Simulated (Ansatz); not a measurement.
# CH₄FIn: a ladder of functionals and wavefunction methods

The task here is to estimate one member of a computed series from the others.

Computed with Ansatz 0.2.0, Gaussian basis. Level: functionals in def2-TZVPP, the program's frozen cores in correlated methods.

Plan: LDA (SPW92), PBE-D4, revPBE-D4, BLYP-D4, r2SCAN-D4, B97M-V, PBE0-D4, B3LYP-D4, r2SCANh-D4, r2SCAN0-D4, HSE06-D4, BHLYP-D4, CAM-B3LYP-D4, LC-ωPBE, ωB97X-V, ωB97M-V, B2PLYP, PBE-QIDH; CCSD(T)/def2-SVP; CCSD(T)/def2-TZVPP; MP2/def2-QZVPP; extrapolation to the limit; RPA on PBE.

## Structure used throughout

The geometry comes from an earlier relaxation with PBE0-D4 in a triple-zeta def2 set; it is a stationary point, not always the lowest conformer. In takes the def2 core potential; no spin-orbit term is included.

7 atoms, charge 0, spin multiplicity 1.

Atoms are counted from 1 here; the program's logs count them from 0.

Bond lengths: F1–C2 1.391 Å, C2–In3 2.180 Å, C2–H4 1.095 Å, C2–H5 1.095 Å, In3–H6 1.721 Å, In3–H7 1.729 Å. Angles: F1–C2–In3 112.0°, F1–C2–H4 108.0°, F1–C2–H5 108.0°, In3–C2–H4 110.7°, In3–C2–H5 110.7°, H4–C2–H5 107.2°, C2–In3–H6 120.0°, C2–In3–H7 118.1°, H6–In3–H7 121.8°.

The first run:

Input file in.yaml:

```yaml
crystal:
  periodic: [false, false, false]
  atoms:
    - {symbol: F, position_ang: [-1.859588, 0.101347, -0.630860]}
    - {symbol: C, position_ang: [-0.644387, -0.562184, -0.497111]}
    - {symbol: In, position_ang: [0.821247, 0.628510, 0.592385]}
    - {symbol: H, position_ang: [-0.278532, -0.804231, -1.500804]}
    - {symbol: H, position_ang: [-0.831566, -1.511030, 0.017236]}
    - {symbol: H, position_ang: [0.397798, 2.190915, 1.177843]}
    - {symbol: H, position_ang: [2.395029, -0.043327, 0.841322]}
basis:
  gaussian: {orbitals: def2-TZVPP}
hamiltonian: {xc: lda}
output: {orbitals: {seedname: orbitals}}
```

On the command line:

```console
$ ansatz run in.yaml --threads 2 --pin off --events-out ev --progress --plain --max-ram 4352MiB
```

Among the steps run: LDA; PBE-D4 (GGA); revPBE-D4 (GGA); BLYP-D4 (GGA); r2SCAN-D4 (meta-GGA); B97M-V (meta-GGA); B3LYP-D4 (hybrid); r2SCANh-D4 (hybrid); r2SCAN0-D4 (hybrid); HSE06-D4 (hybrid); BHLYP-D4 (hybrid); CAM-B3LYP-D4 (range-separated); LC-ωPBE (range-separated); ωB97X-V (range-separated); ωB97M-V (range-separated); B2PLYP (double hybrid); PBE-QIDH (double hybrid).

One table of the session follows, with a row left open; its other results are not shown here.

It belongs to the step «Orbital energies across the functionals». 

```
  functional  HOMO (eV)  LUMO (eV)  gap (eV)
 LDA (SPW92)      -6.24      -2.78      3.46
      PBE-D4      -6.07      -2.52      3.55
   revPBE-D4      -6.01      -2.41      3.61
     BLYP-D4      -5.98      -2.52      3.46
   r2SCAN-D4      -6.33      -2.22      4.10
      B97M-V      -6.41      -2.52      3.89
     PBE0-D4      -7.35      -1.79      5.56
    B3LYP-D4      -7.17      -2.10      5.07
  r2SCANh-D4      -6.81      -1.97      4.84
  r2SCAN0-D4      -7.53      -1.61      5.92
    HSE06-D4          ?          ?         ?
    BHLYP-D4      -8.56      -1.18      7.37
CAM-B3LYP-D4      -8.72      -1.03      7.69
     LC-ωPBE     -10.01       0.11     10.12
     ωB97X-V      -9.67      -0.03      9.64
     ωB97M-V      -9.56      -0.34      9.22
```

**Question.** Estimate the row for HSE06-D4.

The run gave: HOMO (eV): -6.95; LUMO (eV): -2.15; gap (eV): 4.81. In the column «HOMO (eV)» it lies between B3LYP-D4 (-7.17) and r2SCANh-D4 (-6.81).
